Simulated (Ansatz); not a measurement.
**ClH4NSSi: basis-set convergence**

How large a basis does ClH4NSSi need? Two functionals are run in growing sets.

The runs use Ansatz 0.2.0, Gaussian basis; one geometry, several basis sets.

Plan: PBE0-D4/def2-SVP; ωB97M-V/def2-SVP; PBE0-D4/def2-QZVPP; ωB97M-V/def2-QZVPP; the functionals' def2-TZVPP values are taken from earlier runs.

### Step 1. The relaxed structure

All runs share one geometry, relaxed beforehand with PBE0-D4 in a triple-zeta def2 set.

SMILES `N[SiH](S)Cl`, 8 atoms, charge 0, spin multiplicity 1.

Atoms are counted from 1 here; the program's logs count them from 0.

Bond lengths: N1–Si2 1.694 Å, N1–H5 1.007 Å, N1–H6 1.007 Å, Si2–S3 2.123 Å, Si2–Cl4 2.069 Å, Si2–H7 1.477 Å, S3–H8 1.343 Å. Angles: Si2–N1–H5 120.7°, Si2–N1–H6 121.2°, H5–N1–H6 112.2°, N1–Si2–S3 105.5°, N1–Si2–Cl4 116.2°, N1–Si2–H7 107.7°, S3–Si2–Cl4 107.8°, S3–Si2–H7 115.1°, Cl4–Si2–H7 104.9°, Si2–S3–H8 94.3°.

### Step 2. PBE0-D4 in def2-SVP

Contents of in.yaml:

```yaml
crystal:
  periodic: [false, false, false]
  atoms:
    - {symbol: N, position_ang: [-0.390697, 1.346840, 0.136246]}
    - {symbol: Si, position_ang: [0.361134, -0.128210, -0.221276]}
    - {symbol: S, position_ang: [0.079436, -1.340654, 1.498915]}
    - {symbol: Cl, position_ang: [-0.382953, -1.161788, -1.852455]}
    - {symbol: H, position_ang: [-0.138632, 2.186312, -0.359607]}
    - {symbol: H, position_ang: [-1.333984, 1.380522, 0.487700]}
    - {symbol: H, position_ang: [1.769348, 0.156120, -0.562220]}
    - {symbol: H, position_ang: [0.128447, -2.496241, 0.816998]}
basis:
  gaussian: {orbitals: def2-SVP}
hamiltonian: {xc: pbe0, dispersion: d4}
output: {orbitals: {seedname: orbitals}}
```

Command:

```bash
ansatz run in.yaml --threads 2 --pin off --events-out ev --progress --plain --max-ram 4352MiB
```

After this run come: ωB97M-V in def2-SVP; PBE0-D4 in def2-QZVPP; ωB97M-V in def2-QZVPP.

Before running them: what should the planned runs give, taken together? Wanted: PBE0-D4: double and triple zeta above quadruple; ωB97M-V: double and triple zeta above quadruple.

**Answer**, as computed:

| quantity | value |
| --- | --- |
| PBE0-D4: double and triple zeta above quadruple | 14.01, 1.07 eV |
| ωB97M-V: double and triple zeta above quadruple | 13.96, 1.02 eV |

PBE0-D4 gains 12.94 eV from double to triple zeta, then 1.07 eV more. Total energies overstate the basis error of differences, where much of it tends to cancel. The LUMO of ωB97M-V is positive and keeps falling with the basis (2.56 to 1.49 eV): an unbound level that the basis holds in place.
